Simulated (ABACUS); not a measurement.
# HfIn4SiO6 (P312) in ABACUS: notebook

The runs below take HfIn4SiO6 through single point, relaxation of cell and atoms, with PBE.

Program: ABACUS 3.10.1. These are calculated values, not measurements. Logs are shortened: lines on timing, memory, paths and dates and some standing lists are left out, and cuts for length are marked.

### 1 The crystal as given

Symmetry: P312, No. 149, trigonal system. Conventional cell: a = 5.277 Å, b = 5.277 Å, c = 10.559 Å, α = 90.00°, β = 90.00°, γ = 120.00°. Around Hf (site symmetry 32) lie 6 O at 2.10 Å. Around In (site symmetry 3) lie 3 O at 2.62 Å. Around In (site symmetry 3) lie 3 O at 2.32 Å. Si (site symmetry 32) has 6 O at 1.83 Å as nearest neighbours. O (site symmetry 1) is surrounded by 1 Si at 1.83 Å and 1 Hf at 2.10 Å.

The cell was built by a generator and needn't be a form met in nature.

### 2 Single point, PBE

INPUT

```
INPUT_PARAMETERS
suffix              HfIn4SiO6
calculation         scf
basis_type          pw
pseudo_dir          ./
symmetry            1
dft_functional      pbe
ecutwfc             84
pseudo_rcut         7
nspin               1
nbands              77
ks_solver           dav
smearing_method     fd
smearing_sigma      0.00367493
scf_thr             1e-08
scf_nmax            100
mixing_type         broyden
mixing_beta         0.7
cal_force           1
cal_stress          1
out_chg             1
kpar                4
```

STRU

```
ATOMIC_SPECIES
Hf 178.4900 Hf_ONCV_PBE-1.2.upf
In 114.8180 In_ONCV_PBE-1.2.upf
Si 28.0850 Si_ONCV_PBE-1.2.upf
O 15.9990 O_ONCV_PBE-1.2.upf

LATTICE_CONSTANT
9.9728973419

LATTICE_VECTORS
1.0000000000 0.0000000000 0.0000000000
-0.5000009474 0.8660256981 0.0000000000
0.0000000000 0.0000000000 2.0007939471

ATOMIC_POSITIONS
Cartesian

Hf
0.0
1
0.5000046842 0.2886723460 0.0000000000 1 1 1

In
0.0
4
0.0000000000 0.0000000000 0.6091617251 1 1 1
0.0000000000 0.0000000000 1.3916322219 1 1 1
-0.0000056316 0.5773533522 1.5790065751 1 1 1
-0.0000056316 0.5773533522 0.4217873720 1 1 1

Si
0.0
1
0.0000000000 0.0000000000 0.0000000000 1 1 1

O
0.0
6
0.6205193321 0.6105134761 1.8001543300 1 1 1
0.2815399744 0.0233826938 0.2006396170 1 1 1
0.1610197461 0.2321295281 1.8001543300 1 1 1
0.3794793321 0.6105134761 0.2006396170 1 1 1
0.7184599744 0.0233826938 1.8001543300 1 1 1
0.8389797461 0.2321295281 0.2006396170 1 1 1
```

KPT

```
K_POINTS
0
Gamma
4 4 2 0 0 0
```

Potentials or basis: SG15 ONCV 1.2 PBE, plane waves.

Launch:

```bash
OMP_NUM_THREADS=1 mpirun -np 4 abacus > log
```

running log:

```text
ABACUS v3.10.1

               Atomic-orbital Based Ab-initio Computation at UStc

 ------------------------------------------------------------------------------------

 READING GENERAL INFORMATION
                           global_out_dir = OUT.HfIn4SiO6/
                           global_in_card = INPUT
                               pseudo_dir = ./
                              orbital_dir =
                                    DSIZE = 4
                                    GSIZE = 1

 READING UNITCELL INFORMATION
                                    ntype = 4
                  lattice constant (Bohr) = 9.9729
              lattice constant (Angstrom) = 5.27743

 READING ATOM TYPE 1
                               atom label = Hf
                      L=0, number of zeta = 1
                      L=1, number of zeta = 1
                      L=2, number of zeta = 1
             number of atom for this type = 1

 READING ATOM TYPE 2
                               atom label = In
                      L=0, number of zeta = 1
                      L=1, number of zeta = 1
                      L=2, number of zeta = 1
             number of atom for this type = 4

 READING ATOM TYPE 3
                               atom label = Si
                      L=0, number of zeta = 1
                      L=1, number of zeta = 1
                      L=2, number of zeta = 1
             number of atom for this type = 1

 READING ATOM TYPE 4
                               atom label = O
                      L=0, number of zeta = 1
                      L=1, number of zeta = 1
                      L=2, number of zeta = 1
             number of atom for this type = 6

                        TOTAL ATOM NUMBER = 12
CARTESIAN COORDINATES ( UNIT =       9.972897341900 Bohr ).
    atom                   x                   y                   z     mag                  vx                  vy                  vz
tauc_Hf1            0.5000046842        0.2886723460        0.0000000000  0.0000        0.0000000000        0.0000000000        0.0000000000
tauc_In1            0.0000000000        0.0000000000        0.6091617251  0.0000        0.0000000000        0.0000000000        0.0000000000
tauc_In2            0.0000000000        0.0000000000        1.3916322219  0.0000        0.0000000000        0.0000000000        0.0000000000
tauc_In3           -0.0000056316        0.5773533522        1.5790065751  0.0000        0.0000000000        0.0000000000        0.0000000000
tauc_In4           -0.0000056316        0.5773533522        0.4217873720  0.0000        0.0000000000        0.0000000000        0.0000000000
tauc_Si1            0.0000000000        0.0000000000        0.0000000000  0.0000        0.0000000000        0.0000000000        0.0000000000
tauc_O1            0.6205193321        0.6105134761        1.8001543300  0.0000        0.0000000000        0.0000000000        0.0000000000
tauc_O2            0.2815399744        0.0233826938        0.2006396170  0.0000        0.0000000000        0.0000000000        0.0000000000
tauc_O3            0.1610197461        0.2321295281        1.8001543300  0.0000        0.0000000000        0.0000000000        0.0000000000
tauc_O4            0.3794793321        0.6105134761        0.2006396170  0.0000        0.0000000000        0.0000000000        0.0000000000
tauc_O5            0.7184599744        0.0233826938        1.8001543300  0.0000        0.0000000000        0.0000000000        0.0000000000
tauc_O6            0.8389797461        0.2321295281        0.2006396170  0.0000        0.0000000000        0.0000000000        0.0000000000

                          Volume (Bohr^3) = 1718.69
                             Volume (A^3) = 254.683

 Lattice vectors: (Cartesian coordinate: in unit of a_0)
                   +1                  +0                  +0
            -0.500001           +0.866026                  +0
                   +0                  +0            +2.00079
 Reciprocal vectors: (Cartesian coordinate: in unit of 2 pi/a_0)
                   +1           +0.577351                  -0
                   -0             +1.1547                  -0
                   +0                  -0           +0.499802
 The esolver type has been set to : ksdft_pw

                PAO radial cut off (Bohr) = 7

 Read in pseudopotential file is Hf_ONCV_PBE-1.2.upf
                     pseudopotential type = NC
          exchange-correlation functional = PBE
                 nonlocal core correction = 0
                        valence electrons = 26
                                     lmax = 3
                           number of zeta = 0
                     number of projectors = 8
                           L of projector = 0
                           L of projector = 0
                           L of projector = 1
                           L of projector = 1
                           L of projector = 2
                           L of projector = 2
                           L of projector = 3
                           L of projector = 3
                PAO radial cut off (Bohr) = 7

 Read in pseudopotential file is In_ONCV_PBE-1.2.upf
                     pseudopotential type = NC
          exchange-correlation functional = PBE
                 nonlocal core correction = 0
                        valence electrons = 13
                                     lmax = 2
                           number of zeta = 0
                     number of projectors = 6
[... 151 lines left out ...]
       2  0.25000000  0.00000000  0.00000000  0.1250       1
       3  0.50000000  0.00000000  0.00000000  0.0625       2
       4  0.25000000  0.25000000  0.00000000  0.0625       5
       5  0.50000000  0.25000000  0.00000000  0.1250       6
       6 -0.25000000  0.25000000  0.00000000  0.0625       7
       7  0.50000000  0.50000000  0.00000000  0.0312      10
       8  0.00000000  0.00000000  0.50000000  0.0312      16
       9  0.25000000  0.00000000  0.50000000  0.1250      17
      10  0.50000000  0.00000000  0.50000000  0.0625      18
      11  0.25000000  0.25000000  0.50000000  0.0625      21
      12  0.50000000  0.25000000  0.50000000  0.1250      22
      13 -0.25000000  0.25000000  0.50000000  0.0625      23
      14  0.50000000  0.50000000  0.50000000  0.0312      26

                               nkstot now = 14
[... K-POINTS DIRECT COORDINATES: 14 rows ...]

           k-point number in this process = 4
       minimum distributed K point number = 3
[... stars of the k points ...]

[... K-POINTS CARTESIAN COORDINATES: 4 rows ...]

[... K-POINTS DIRECT COORDINATES: 4 rows ...]

 SETUP PLANE WAVES FOR WAVE FUNCTIONS
     energy cutoff for wavefunc (unit:Ry) = 84
              fft grid for wave functions = [ 60, 60, 120 ]
                    number of plane waves = 25033
                         number of sticks = 625

 PARALLEL PW FOR WAVE FUNCTIONS
     PROC   COLUMNS(POT)             PW
        1            625          25033
 --------------- sum -------------------
        1            625          25033

 SETUP NONLOCAL PSEUDOPOTENTIALS IN PLANE WAVE BASIS
 Hf non-local projectors:
 projector 1 L=0
 projector 2 L=0
 projector 3 L=1
 projector 4 L=1
 projector 5 L=2
 projector 6 L=2
 projector 7 L=3
 projector 8 L=3
 In non-local projectors:
 projector 1 L=0
 projector 2 L=0
 projector 3 L=1
 projector 4 L=1
 projector 5 L=2
 projector 6 L=2
 Si non-local projectors:
 projector 1 L=0
 projector 2 L=0
 projector 3 L=1
 projector 4 L=1
 O non-local projectors:
 projector 1 L=0
 projector 2 L=0
 projector 3 L=1
 projector 4 L=1
      TOTAL NUMBER OF NONLOCAL PROJECTORS = 160

 Init Non-Local PseudoPotential table :
 Init Non-Local-Pseudopotential done.

                                     npwx = 22421

 -------------------------------------------
 SELF-CONSISTENT
 -------------------------------------------

                                 init_chg = atomic

 PW ALGORITHM --------------- ION=   1  ELEC=   1--------------------------------

 Density error is 3.4872162353
                          Error Threshold = 0.01
----------------------------------------------------------
     Energy           Rydberg                 eV
----------------------------------------------------------
 E_KohnSham     -1064.6941587671     -14485.9071865487
 E_Harris       -1040.1428044422     -14151.8688741141
 E_Fermi        0.5970827549         8.1237276445
----------------------------------------------------------
[... 123 lines left out ...]
 Density error is 1.26027030515e-09
                          Error Threshold = 2.74067593133e-11
----------------------------------------------------------
     Energy           Rydberg                 eV
----------------------------------------------------------
 E_KohnSham     -1066.0864252214     -14504.8499434618
 E_KS(sigma->0) -1066.0863188503     -14504.8484962094
 E_Harris       -1066.0863061539     -14504.8483234650
 E_band         -42.7543246011       -581.7024287159
 E_one_elec     -1335.1682483993     -18165.8959669104
 E_Hartree      736.7773265981       10024.3697989408
 E_xc           -139.3649091385      -1896.1568655363
 E_Ewald        -328.3303815395      -4467.1640154511
 E_entropy(-TS) -0.0002127421        -0.0028945048
 E_descf        0.0000000000         0.0000000000
 E_exx          0.0000000000         0.0000000000
 E_Fermi        0.5930649750         8.0690629442
----------------------------------------------------------

 charge density convergence is achieved
 final etot is -14504.849943 eV
 EFERMI = 8.0690629442 eV

 STATE ENERGY(eV) AND OCCUPATIONS    NSPIN == 1
 1/4 kpoint (Cartesian) = 0.0000 0.0000 0.0000 (22421 pws)
       1       -54.7726      0.0625000
       2       -23.5957      0.0625000
       3       -23.5652      0.0625000
       4       -23.5652      0.0625000
       5       -12.9432      0.0625000
       6       -11.2509      0.0625000
[... 306 lines left out ...]
      76        15.0697    1.94897e-62
      77        15.2883    2.46372e-64

------------------------------------------------------------------------------------------
 TOTAL-FORCE (eV/Angstrom)
------------------------------------------------------------------------------------------
                       Hf1        -0.0015571355         0.0008990123         0.0000000000
                       In1         0.0002742379         0.0002264312         0.0183692837
                       In2        -0.0000589757        -0.0003507129        -0.0183692837
                       In3         0.0001581004         0.0000025170        -0.0118915597
                       In4         0.0000768706        -0.0001381775         0.0118915597
                       Si1         0.0002235281        -0.0001290540         0.0000000000
                        O1         0.0049373964        -0.0484380565        -0.0053796343
                        O2         0.0444172231         0.0199431620         0.0053796343
                        O3         0.0395792924         0.0283494497        -0.0052645134
                        O4        -0.0047616206        -0.0484514360         0.0052645134
                        O5        -0.0441542596         0.0196963198        -0.0055669573
                        O6        -0.0391346576         0.0283905449         0.0055669573
------------------------------------------------------------------------------------------

----------------------------------------------------------------
 TOTAL-STRESS (KBAR)
----------------------------------------------------------------
         1.0127948100        -0.0020363836         0.0006481169
        -0.0020363836         1.0104414254         0.0011225717
         0.0006481169         0.0011225717         0.9230884685
----------------------------------------------------------------
 TOTAL-PRESSURE: 0.982108 KBAR

 --------------------------------------------
 !FINAL_ETOT_IS -14504.8499434618206578 eV
 --------------------------------------------
```

Wall time 6.3 min (4 MPI ranks of Intel Xeon Platinum 8375C at 2.90GHz (Ice Lake), shared host); peak memory 2.8 GiB.

Results:

```
Free energy            : -14504.8499 eV
Pressure               : 0.1 GPa
Largest force          : 0.049 eV/Å
Band gap on the k mesh : 0.34 eV, indirect (least direct gap 1.69 eV)
```

Forces in eV/Å, atoms in the order of the input:
```
Hf  -0.002  0.001  0.000
In   0.000  0.000  0.018
In   0.000  0.000 -0.018
In   0.000  0.000 -0.012
In   0.000  0.000  0.012
Si   0.000  0.000  0.000
O    0.005 -0.048 -0.005
O    0.044  0.020  0.005
O    0.040  0.028 -0.005
O   -0.005 -0.048  0.005
O   -0.044  0.020 -0.006
O   -0.039  0.028  0.006
```

Levels at points of the mesh, in eV from the valence-band top:
| k point | band 56 | band 57 | band 58 | band 59 | band 60 | band 61 | band 62 | band 63 |
| --- | --- | --- | --- | --- | --- | --- | --- | --- |
| (0.00, 0.00, 0.00) | -2.90 | -2.45 | -0.92 | 0.00 | 1.69 | 1.80 | 1.80 | 1.99 |
| (0.50, 0.00, 0.00) | -2.97 | -2.50 | -2.08 | -1.76 | 1.06 | 1.07 | 1.48 | 2.10 |
| (0.50, 0.50, 0.00) | -2.97 | -2.50 | -2.08 | -1.76 | 1.06 | 1.07 | 1.48 | 2.10 |
| (0.00, 0.00, 0.50) | -2.89 | -2.89 | -0.35 | -0.34 | 1.69 | 1.69 | 2.11 | 2.11 |
| (0.50, 0.00, 0.50) | -2.90 | -2.89 | -2.05 | -1.89 | 0.89 | 1.37 | 1.51 | 2.09 |
| (0.50, 0.50, 0.50) | -2.90 | -2.89 | -2.05 | -1.89 | 0.89 | 1.37 | 1.51 | 2.09 |

Caveat: spin-orbit coupling is left out, which moves the levels of the heavy elements. A k mesh can miss the band edges.

[end of part 1 of 2]
